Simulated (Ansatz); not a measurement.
# CH5Cl2GaS: how energies converge with the basis set

Aim: see how fast density functionals converge with the basis set for CH5Cl2GaS.

Method: one geometry, several basis sets; program: Ansatz 0.2.0, Gaussian basis.

Levels to be run: PBE0-D4/def2-SVP; ωB97M-V/def2-SVP; PBE0-D4/def2-QZVPP; ωB97M-V/def2-QZVPP; the functionals' def2-TZVPP values are taken from earlier runs.

### 1 Structure used throughout

All runs share one geometry, relaxed beforehand with PBE0-D4 in a triple-zeta def2 set.

SMILES `[CH3][Ga-]([SH2+])([Cl])[Cl]`, 10 atoms, charge 0, spin multiplicity 1.

Atoms are counted from 1 here; the program's logs count them from 0.

Bond lengths: C1–Ga2 1.955 Å, C1–H6 1.091 Å, C1–H7 1.091 Å, C1–H8 1.092 Å, Ga2–S3 2.584 Å, Ga2–Cl4 2.170 Å, Ga2–Cl5 2.170 Å, S3–H9 1.345 Å, S3–H10 1.345 Å. Angles: Ga2–C1–H6 110.7°, Ga2–C1–H7 110.8°, Ga2–C1–H8 109.1°, H6–C1–H7 109.6°, H6–C1–H8 108.3°, H7–C1–H8 108.3°, C1–Ga2–S3 105.4°, C1–Ga2–Cl4 120.0°, C1–Ga2–Cl5 120.0°, S3–Ga2–Cl4 94.3°, S3–Ga2–Cl5 94.3°, Cl4–Ga2–Cl5 114.0°, Ga2–S3–H9 98.1°, Ga2–S3–H10 98.1°, H9–S3–H10 92.9°.

Coordinates:

```xyz
10
charge 0, multiplicity 1
C    -1.3342    0.1401    0.6734
Ga   -0.1847    0.3121   -0.8989
S     2.1429   -0.5140   -0.1385
Cl   -0.3436   -1.1199   -2.5214
Cl    0.5294    2.2670   -1.5128
H    -1.3991   -0.9013    0.9919
H    -0.9592    0.7516    1.4953
H    -2.3388    0.4847    0.4207
H     1.7515   -1.6433    0.4777
H     2.2191    0.1718    1.0156
```

### 2 PBE0-D4 in def2-SVP

File in.yaml:

```yaml
crystal:
  periodic: [false, false, false]
  atoms:
    - {symbol: C, position_ang: [-1.334213, 0.140073, 0.673390]}
    - {symbol: Ga, position_ang: [-0.184653, 0.312069, -0.898944]}
    - {symbol: S, position_ang: [2.142912, -0.514026, -0.138524]}
    - {symbol: Cl, position_ang: [-0.343630, -1.119893, -2.521396]}
    - {symbol: Cl, position_ang: [0.529394, 2.266954, -1.512797]}
    - {symbol: H, position_ang: [-1.399144, -0.901277, 0.991914]}
    - {symbol: H, position_ang: [-0.959211, 0.751605, 1.495263]}
    - {symbol: H, position_ang: [-2.338836, 0.484700, 0.420660]}
    - {symbol: H, position_ang: [1.751459, -1.643266, 0.477741]}
    - {symbol: H, position_ang: [2.219121, 0.171763, 1.015593]}
basis:
  gaussian: {orbitals: def2-SVP}
hamiltonian: {xc: pbe0, dispersion: d4}
output: {orbitals: {seedname: orbitals}}
```

Launch:

```
> ansatz run in.yaml --threads 8 --pin off --events-out ev --progress --plain --max-ram 18278MiB
```

Further steps of the session: ωB97M-V in def2-SVP; PBE0-D4 in def2-QZVPP; ωB97M-V in def2-QZVPP.

Before running them: what should the planned runs give, taken together? Wanted: PBE0-D4: double and triple zeta above quadruple; ωB97M-V: double and triple zeta above quadruple.

**Answer**, as computed:

| quantity | value |
| --- | --- |
| PBE0-D4: double and triple zeta above quadruple | 22.65, 2.31 eV |
| ωB97M-V: double and triple zeta above quadruple | 22.49, 2.23 eV |

PBE0-D4 gains 20.34 eV from double to triple zeta, then 2.31 eV more. These are total energies; as a rule much of such shifts cancels in differences, which this series doesn't test. The LUMO of ωB97M-V is positive and keeps falling with the basis (1.67 to 0.69 eV): an unbound level that the basis holds in place.
